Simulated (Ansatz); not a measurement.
# F4H2Ti: the cost of one run

The runs use Ansatz 0.2.0, Gaussian basis; PBE0-D4, def2-SVP first, then def2-TZVP.

152 further runs of the same task are left out: 152 set aside as unsound or not needed.

### Step 1. The starting structure

The guess: 7 atoms, charge 0, spin multiplicity 1.

Atoms are counted from 1 here; the program's logs count them from 0.

Bond lengths: Ti1–F2 1.971 Å, Ti1–F3 1.710 Å, Ti1–F4 1.711 Å, Ti1–F5 1.697 Å, Ti1–H6 1.886 Å, Ti1–H7 1.737 Å. Angles: F2–Ti1–F3 85.9°, F2–Ti1–F4 86.2°, F2–Ti1–F5 170.9°, F2–Ti1–H6 36.2°, F2–Ti1–H7 77.5°, F3–Ti1–F4 121.6°, F3–Ti1–F5 98.2°, F3–Ti1–H6 103.1°, F3–Ti1–H7 117.2°, F4–Ti1–F5 98.4°, F4–Ti1–H6 103.4°, F4–Ti1–H7 117.1°, F5–Ti1–H6 134.7°, F5–Ti1–H7 93.4°, H6–Ti1–H7 41.3°.

As a file:

```xyz
7

Ti   -0.34590   -0.02550    0.20450
F     0.82080    0.95390   -1.04610
F    -1.46450   -0.09360   -1.08690
F    -0.22490    1.35010    1.21410
F    -1.15660   -1.05530    1.28240
H     1.32330   -0.07210   -0.67220
H     1.04770   -1.05750    0.10430
```

Distances that are to change: Ti1–H7 1.74 Å, F2–H6 1.20 Å, Ti1–F2 1.97 Å, H6–H7 1.28 Å.

### Step 2. Relaxing the guess with the reacting distances held

The input, hold/in.yaml:

```yaml
crystal:
  periodic: [false, false, false]
  atoms:
    - {symbol: Ti, position_ang: [-0.345900, -0.025500, 0.204500]}
    - {symbol: F, position_ang: [0.820800, 0.953900, -1.046100]}
    - {symbol: F, position_ang: [-1.464500, -0.093600, -1.086900]}
    - {symbol: F, position_ang: [-0.224900, 1.350100, 1.214100]}
    - {symbol: F, position_ang: [-1.156600, -1.055300, 1.282400]}
    - {symbol: H, position_ang: [1.323300, -0.072100, -0.672200]}
    - {symbol: H, position_ang: [1.047700, -1.057500, 0.104300]}
basis:
  gaussian: {orbitals: def2-SVP}
hamiltonian: {xc: pbe0, dispersion: d4}
relax: {f_tol: 0.04, max_steps: 150, escape_saddle: false, constraints: [{distance: [0, 6]}, {distance: [1, 5]}, {distance: [0, 1]}, {distance: [5, 6]}]}
```

Command:

```console
$ ansatz run in.yaml --threads 8 --pin off --events-out ev --progress --plain --max-ram 19148MiB
```

**Question.** How long does this run take on 8 threads of Arm Neoverse V1, shared host?

About 4.7 s.
